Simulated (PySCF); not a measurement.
# C2H7NSi (SMILES C=C[SiH2]N) at 6 levels

We compute a comparison of 6 runs (BLYP/cc-pVDZ, M06-L/cc-pVDZ, PBE/cc-pVDZ, PBE0/cc-pVDZ, TPSS/cc-pVDZ, CCSD(T)/cc-pVDZ) of C2H7NSi. Input form: a Python script.

Program for the calculation: PySCF 2.14.0.

1 further run of the same task is left out (set aside as unsound or not needed).

**1. The structure to begin with**

The species is C2H7NSi (11 atoms), meant as a singlet with charge 0. As SMILES, `C=C[SiH2]N`. The N4–H11 distance was set to 1.307 Å, away from the relaxed value.

Bond lengths: C1–C2 1.330 Å, C2–Si3 1.865 Å, Si3–N4 1.715 Å, C1–H5 1.087 Å, C1–H6 1.087 Å, C2–H7 1.091 Å, Si3–H8 1.488 Å, Si3–H9 1.488 Å, N4–H10 1.006 Å. Some angles: C1–C2–Si3 123.1°, C2–Si3–N4 114.9°, C1–C2–H7 118.1°, Si3–C2–H7 118.8°, C2–C1–H5 122.6°, C2–C1–H6 121.2°, C2–Si3–H8 108.4°, C2–Si3–H9 108.4°, N4–Si3–H8 107.9°, N4–Si3–H9 108.0°. A long bond or contact: N4–H11 1.307 Å.

**2. A single-point energy at BLYP/cc-pVDZ (run 1)**

calc.py reads:

```python
from pyscf import gto, dft

molecule = gto.M(
    atom='''
C     -0.735221     2.695749    -1.833928
C      0.711176     2.453108     0.207165
Si     1.669645    -0.670798     1.525249
N      0.547903    -3.239314    -0.102183
H     -1.285131     4.524248    -2.589252
H     -1.435742     1.049042    -2.843231
H      1.360675     4.169169     1.145414
H      0.730451    -0.844842     4.170866
H      4.479101    -0.807236     1.531674
H      1.307573    -3.772783    -1.760796
H     -1.802421    -3.972393     0.106392
''',
    verbose=4,
    unit='bohr',
    basis='cc-pvdz',
    max_memory=1860,
    charge=0,
    spin=0,
)

mf = dft.RKS(molecule, xc='blyp')
mf.grids.level = 5
mf.conv_tol = 1e-10
mf.kernel()
if not mf.converged:
    mf = mf.newton().run(mf.mo_coeff, mf.mo_occ)

e_final = mf.e_tot
print('Final energy', e_final)
```

Command:

```
OMP_NUM_THREADS=1 python calc.py
```

Standard output:

```text
PySCF version 2.14.0

[... 83 lines left out ...]
converged SCF energy = -424.543444141058
Final energy -424.54344414105776
```

It took 27 s on 1 thread of Intel Xeon at 2.70GHz, shared host; peak memory 0.48 GiB.

**3. The energy at M06-L/cc-pVDZ (run 2)**

input.xyz reads:

```xyz
11

C     -0.389062     1.426529    -0.970473
C      0.376338     1.298129     0.109627
Si     0.883538    -0.354971     0.807127
N      0.289938    -1.714171    -0.054073
H     -0.680062     2.394129    -1.370173
H     -0.759762     0.555129    -1.504573
H      0.720038     2.206229     0.606127
H      0.386538    -0.447071     2.207127
H      2.370238    -0.427171     0.810527
H      0.691938    -1.996471    -0.931773
H     -0.953800    -2.102100     0.056300
```

input.py reads:

```python
from pyscf import gto, dft

molecule = gto.Mole()
molecule.atom = 'input.xyz'
molecule.max_memory = 1860
molecule.basis = 'cc-pvdz'
molecule.charge = 0
molecule.verbose = 3
molecule.build()

mf = dft.RKS(molecule, xc='m06-l')
mf.grids.level = 5
mf.conv_tol = 1e-10
mf.kernel()
if not mf.converged:
    mf = mf.newton().run(mf.mo_coeff, mf.mo_occ)

e_tot = mf.e_tot
print('Final energy', e_tot)
```

Command:

```
OMP_NUM_THREADS=1 python input.py
```

Standard output:

```text
converged SCF energy = -424.601900050906
Final energy -424.6019000509056
```

Run time: 41 s. Hardware: 1 thread of Intel Xeon at 2.70GHz, shared host; peak memory 0.53 GiB.

**4. A single-point energy at PBE/cc-pVDZ (run 3)**

run.py reads:

```python
from pyscf import gto, dft

mol = gto.M(
    atom=[
    ('C', (-0.389062, 1.426529, -0.970473)),
    ('C', (0.376338, 1.298129, 0.109627)),
    ('Si', (0.883538, -0.354971, 0.807127)),
    ('N', (0.289938, -1.714171, -0.054073)),
    ('H', (-0.680062, 2.394129, -1.370173)),
    ('H', (-0.759762, 0.555129, -1.504573)),
    ('H', (0.720038, 2.206229, 0.606127)),
    ('H', (0.386538, -0.447071, 2.207127)),
    ('H', (2.370238, -0.427171, 0.810527)),
    ('H', (0.691938, -1.996471, -0.931773)),
    ('H', (-0.953800, -2.102100, 0.056300)),
],
    basis='cc-pvdz',
    verbose=4,
    max_memory=1860,
    spin=0,
)

myscf = dft.RKS(mol)
myscf.xc = 'pbe'
myscf.grids.level = 5
myscf.conv_tol = 1e-10
myscf.kernel()
if not myscf.converged:
    myscf = myscf.newton().run(myscf.mo_coeff, myscf.mo_occ)

e_final = myscf.e_tot
print('Final energy', e_final)
```

Command:

```
OMP_NUM_THREADS=1 python run.py
```

Standard output:

```text
PySCF version 2.14.0

[... 84 lines left out ...]
converged SCF energy = -424.284822527458
Final energy -424.2848225274584
```

Wall time 27 s (1 thread of Intel Xeon at 2.70GHz, shared host); peak memory 0.48 GiB.

Runs 4 to 5 aren't shown in full; the table further down has their settings and results.

**5. A single-point energy at CCSD(T)/cc-pVDZ (run 6)**

input.py reads:

```python
from pyscf import gto, scf, cc

mol = gto.M(
    atom='''
C     -0.735221     2.695749    -1.833928
C      0.711176     2.453108     0.207165
Si     1.669645    -0.670798     1.525249
N      0.547903    -3.239314    -0.102183
H     -1.285131     4.524248    -2.589252
H     -1.435742     1.049042    -2.843231
H      1.360675     4.169169     1.145414
H      0.730451    -0.844842     4.170866
H      4.479101    -0.807236     1.531674
H      1.307573    -3.772783    -1.760796
H     -1.802421    -3.972393     0.106392
''',
    verbose=3,
    unit='bohr',
    basis='cc-pvdz',
    charge=0,
    max_memory=1860,
)

mf = scf.RHF(mol)
mf.conv_tol = 1e-10
mf.kernel()
if not mf.converged:
    mf = mf.newton().run(mf.mo_coeff, mf.mo_occ)

mycc = cc.CCSD(mf, frozen=8)
mycc.kernel()
e_t = mycc.ccsd_t()
etot = mycc.e_tot + e_t
print(f'total energy: {etot:.8f} hartree')
```

Command:

```
OMP_NUM_THREADS=1 python input.py
```

Standard output:

```text
converged SCF energy = -423.149606223772
E(CCSD) = -423.7499865612857  E_corr = -0.6003803375139971
CCSD(T) correction = -0.0189113130129057
total energy: -423.76889787 hartree
```

Wall time 33 s (1 thread of Intel Xeon at 2.70GHz, shared host); peak memory 0.53 GiB.

**6. Overview of the runs**

```
run            level  integration grid  frozen core orbitals  energy (Eh)  dipole moment (D) of the reference  HOMO energy (eV)  LUMO energy (eV)  wall time
  1     BLYP/cc-pVDZ                 5                     –  -424.543444                                1.38             -5.36             -0.88       27 s
  2    M06-L/cc-pVDZ                 5                     –  -424.601900                                1.40             -5.77             -0.72       41 s
  3      PBE/cc-pVDZ                 5                     –  -424.284823                                1.43             -5.50             -0.98       27 s
  4     PBE0/cc-pVDZ                 5                     –  -424.332678                                1.48             -6.97              0.04       23 s
  5     TPSS/cc-pVDZ                 5                     –  -424.672544                                1.44             -5.62             -0.78       47 s
  6  CCSD(T)/cc-pVDZ                 –                     8  -423.768898                                1.57            -10.06              3.67       33 s
```

**7. Results**

| quantity | value |
| --- | --- |
| run 6: total energy | -423.76890 Eh |
| run 6: dipole moment (Hartree–Fock density) | 1.57 D |
| run 6: HOMO energy (Hartree–Fock orbitals) | -10.06 eV |
| run 6: LUMO energy (Hartree–Fock orbitals) | 3.67 eV |
| run 6: HOMO–LUMO gap (Hartree–Fock orbitals) | 13.74 eV |
| run 6: correlation energy (8 core orbitals frozen) | -619.3 mEh |
| run 6: (T) correction | -18.91 mEh |
| run 6: T1 diagnostic | 0.011 |

In words: Over runs 1, 2, 3, 4, 5 the dipole moment (its size) runs from 1.38 D (BLYP/cc-pVDZ) to 1.48 D (PBE0/cc-pVDZ). Over runs 1, 2, 3, 4, 5 the HOMO–LUMO gap runs from 4.48 eV (BLYP/cc-pVDZ) to 7.00 eV (PBE0/cc-pVDZ). Totals of different functionals can't be ranked against each other. All runs together took 3.3 min, the longest 47 s.
